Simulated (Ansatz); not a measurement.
Relaxation of a periodic cell of 17 atoms, Si (host Si, host structure diamond, interstitial Si), to a largest force component of 0.03 eV/Å in at most 60 steps.

All numbers below come from Ansatz, DFT PBE, scalar-relativistic, plane waves, PAW. Settings: PAW set soft_1, cutoff 420 eV, k mesh 2x2x2, fermi-dirac smearing 0.05 eV, no spin polarisation.

```xyz
17
Lattice="0.0000 5.4300 5.4300 5.4300 0.0000 5.4300 5.4300 5.4300 0.0000" Properties=species:S:1:pos:R:3
Si 0.000 0.000 0.000
Si 1.357 1.357 1.357
Si 2.715 2.715 0.000
Si 4.072 4.072 1.357
Si 2.715 0.000 2.715
Si 4.072 1.357 4.072
Si 5.430 2.715 2.715
Si 6.787 4.072 4.072
Si 0.000 2.715 2.715
Si 1.357 4.072 4.072
Si 2.715 5.430 2.715
Si 4.072 6.787 4.072
Si 2.715 2.715 5.430
Si 4.072 4.072 6.787
Si 5.430 5.430 5.430
Si 6.787 6.787 6.787
Si 4.108 6.780 6.752
```

Q: Where does it end, and by what steps?

A: The forces met the threshold. The force dipped under the threshold on the way, but the program's further checks kept it going. Limits of this set-up: coarse k mesh. After 3 steps the energy has fallen by 0.135 eV; Si15 moved furthest, 0.05 Å.

```json
{"step": "0", "energy less start (eV)": "0.0000", "largest force component (eV/Å)": "0.712", "accepted": "yes"}
{"step": "1", "energy less start (eV)": "-0.1185", "largest force component (eV/Å)": "0.256", "accepted": "yes"}
{"step": "2", "energy less start (eV)": "-0.1346", "largest force component (eV/Å)": "0.020", "accepted": "yes"}
{"step": "3", "energy less start (eV)": "-0.1346", "largest force component (eV/Å)": "0.021", "accepted": "yes"}
```

```xyz
17
Lattice="0.0000 5.4300 5.4300 5.4300 0.0000 5.4300 5.4300 5.4300 0.0000" Properties=species:S:1:pos:R:3
Si 0.005 -0.005 -0.005
Si 1.325 1.358 1.356
Si 2.693 2.738 -0.026
Si 4.073 4.105 1.357
Si 2.695 -0.022 2.735
Si 4.074 1.358 4.105
Si 5.456 2.738 2.737
Si 6.792 4.072 4.068
Si 0.006 2.719 2.718
Si 1.358 4.072 4.072
Si 2.711 5.424 2.719
Si 4.074 6.786 4.037
Si 2.712 2.719 5.424
Si 4.075 4.039 6.785
Si 5.458 5.404 5.402
Si 6.823 6.786 6.786
Si 4.077 6.788 6.783
```

Whether the end is a true minimum wasn't checked by a vibrational analysis.

The run took 16 s on 1 thread of Arm Neoverse V2 (shared host), peak memory 0.5 GiB.
